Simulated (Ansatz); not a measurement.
# BCl2F2H: the cost of one run

Method: RKS PBE/6-31G*, in Ansatz 0.2.0.

### Step 1. The structure to begin with

Bond lengths: B1–Cl2 2.210 Å, B1–F3 1.320 Å, B1–Cl4 1.860 Å, B1–F5 1.620 Å, Cl2–H6 1.365 Å. Angles: B1–Cl2–H6 61.1°, Cl2–B1–F3 120.0°, Cl2–B1–Cl4 120.0°, Cl2–B1–F5 71.6°, F3–B1–Cl4 120.0°, F3–B1–F5 105.6°, Cl4–B1–F5 92.7°.

As a file:

```xyz
6

B     0.0000    0.0000    0.0000
Cl    0.0000    0.0000    2.2100
F     1.1431    0.0000   -0.6600
Cl   -1.6108    0.0000   -0.9300
F    -0.2075   -1.5233    0.5108
H    -0.1612   -1.1835    1.5499
```

### Step 2. Pulling towards end A

Springs on the bonds that form and break draw the guess towards this end; the thresholds are loose.

File input.yaml:

```yaml
crystal:
  periodic: [false, false, false]
  atoms:
    - { symbol: B, position_ang: [0.0, 0.0, 0.0] }
    - { symbol: Cl, position_ang: [0.0, 0.0, 2.21] }
    - { symbol: F, position_ang: [1.1431, 0.0, -0.66] }
    - { symbol: Cl, position_ang: [-1.6108, 0.0, -0.93] }
    - { symbol: F, position_ang: [-0.2075, -1.5233, 0.5108] }
    - { symbol: H, position_ang: [-0.1612, -1.1835, 1.5499] }
basis:
  gaussian: { orbitals: "6-31G*" }
hamiltonian:
  xc: pbe
relax:
  f_tol: 0.15
  max_steps: 25
  restrain:
    - { distance: [0, 4], at: 2.52, k: 30.0 }
    - { distance: [5, 1], at: 2.57, k: 30.0 }
    - { distance: [0, 1], at: 1.86, k: 30.0 }
    - { distance: [5, 4], at: 0.92, k: 30.0 }
output:
  orbitals: {}
```

Run with:

```sh
ansatz run input.yaml --threads 2 --pin off --max-ram 3072MiB --backend cpu --events-out ev --progress --plain --runs-dir out
```

Q: Estimate wall time and peak memory on 2 threads of Arm Neoverse V2, shared host.

About 9.8 s, with a peak of 0.15 GiB.
